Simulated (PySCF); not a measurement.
# BeCl2H2Mg, a complex of two parts: interaction energy

What interaction energy should one expect for `[BeH2]` with `[Cl][Mg][Cl]`?

Computed with PySCF 2.14.0; each step states its level. No surroundings beyond the atoms listed, unless a continuum is named. Atoms count from 0, parts from 1.

## 1. Starting point

6 atoms, charge 0, multiplicity 1; geometry: GFN2-xTB. Parts: 1 = atoms 0–2, `[BeH2]`, charge 0; 2 = atoms 3–5, `[Cl][Mg][Cl]`, charge 0.

## 2. Relaxing the molecule at PBE0-D3(BJ)/def2-SVPD

The job: settings as JSON, then the geometry in Å.

```
{"job": {"xc": "PBE0", "basis": "def2-SVPD", "d3": "d3bj", "grid": 2, "kind": "geom", "shake": 0.01}, "charge": 0, "multiplicity": 1, "parts": [{"atoms": "0-2", "charge": 0, "multiplicity": 1}, {"atoms": "3-5", "charge": 0, "multiplicity": 1}]}
Be    -0.347938    -0.340181    -0.089177
H     -0.242505    -0.727421     1.131556
H      0.442404     0.631940    -0.828744
Cl    -0.814638     1.161343    -4.431222
Mg    -0.520296     0.574756    -2.426781
Cl    -1.783543    -0.899411    -1.263504
```

Launch:

```bash
> OMP_NUM_THREADS=1 python cluster_run.py task.json out
```

The driver reads the jobs from task.json and runs them one after another.

**Question.** The jobs that follow are: CCSD(T)/aug-cc-pVDZ and MP2/aug-cc-pVTZ counterpoise interaction energy, frozen core, gas phase. Predict: point group; rotational constants (main isotopes); interaction energy, CCSD(T) limit estimate; MP2/aug-cc-pVTZ; T1 diagnostic.

**Answer**, as computed:

| quantity | value |
| --- | --- |
| point group | Cs |
| rotational constants (main isotopes) | 11.54, 1.33, 1.19 GHz |
| interaction energy, CCSD(T) limit estimate | -55.49 kcal/mol |
| MP2/aug-cc-pVTZ | -55.27 kcal/mol |
| T1 diagnostic | 0.0074 |

**Reading.** The optimisation took 12 steps and gained 0.264 eV; among the close pairs (by a distance rule), Be0–Cl5 changed most, from 1.937 to 2.054 Å. The interaction energy leaves out the deformation of the parts, 24.77 kcal/mol at MP2. So large a deformation means that a part is far from its own minimum, so a sum across the two methods would be rough. The estimate adds CCSD(T) less MP2 in the small basis (+0.72 kcal/mol) to extrapolated MP2. Hartree-Fock gives -50.08 against -55.49 kcal/mol. Tight-binding geometries are rough for metal atoms; that holds for every run here that uses one unrelaxed.
